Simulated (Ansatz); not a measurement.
**GeHSCl (singlet): relaxing a cheap start**

Aim: relax a generated start of GeHSCl (singlet) and see which bonds hold.

Method: RKS PBE0/def2-TZVP; program: Ansatz 0.2.0, Gaussian basis.

## Step 1: The starting structure

4 atoms, charge 0, spin multiplicity 1.

Atoms are counted from 1 here; the program's logs count them from 0.

Bond lengths: Cl1–Ge2 2.107 Å, Ge2–S3 2.048 Å, Ge2–H4 1.553 Å. Angles: Cl1–Ge2–S3 123.3°, Cl1–Ge2–H4 105.8°, S3–Ge2–H4 131.0°.

As a file:

```mol
ClGeHS
  3D, bonds by distance, orders not assigned

  4  3  0  0  0  0  0  0  0  0999 V2000
   -1.8182   -0.4568   -0.0049 Cl  0  0
    0.0800    0.4585    0.0039 Ge  0  0
    1.8350   -0.5962   -0.0039 S   0  0
   -0.1889    1.9884    0.0165 H   0  0
  1  2  8  0
  2  3  8  0
  2  4  8  0
M  END
```

The start was built by rule and, where that kept it together, relaxed with GFN2-xTB. Sticks and bond lists go by distance. No spin-orbit coupling is included. 

## Step 2: Relaxation

Contents of in.yaml:

```yaml
crystal:
  periodic: [false, false, false]
  atoms:
    - {symbol: Cl, position_ang: [-1.818158, -0.456780, -0.004895]}
    - {symbol: Ge, position_ang: [0.080002, 0.458513, 0.003879]}
    - {symbol: S, position_ang: [1.834966, -0.596175, -0.003894]}
    - {symbol: H, position_ang: [-0.188885, 1.988420, 0.016504]}
basis:
  gaussian: {orbitals: def2-TZVP}
hamiltonian: {xc: pbe0}
relax: {f_tol: 0.004, max_steps: 80}
```

The run is started by

```
ansatz run in.yaml --threads 1 --pin off --events-out ev --progress --plain --max-ram 2176MiB
```

**Question.** What will these runs give? Wanted: energy gained; shift from the start; total energy; dipole moment.

The runs gave:

```
                  quantity           value
                     steps               4
             energy gained        0.029 eV
shift from the start (rms)         0.026 Å
              total energy  -79879.5378 eV
             dipole moment          2.34 D
```

The bonds of the start are those of the end. Ge2–S3 went from 2.048 to 2.010 Å. No vibrations were run, so this is a stationary point, not a proven minimum, and this spin need not be the ground state's.
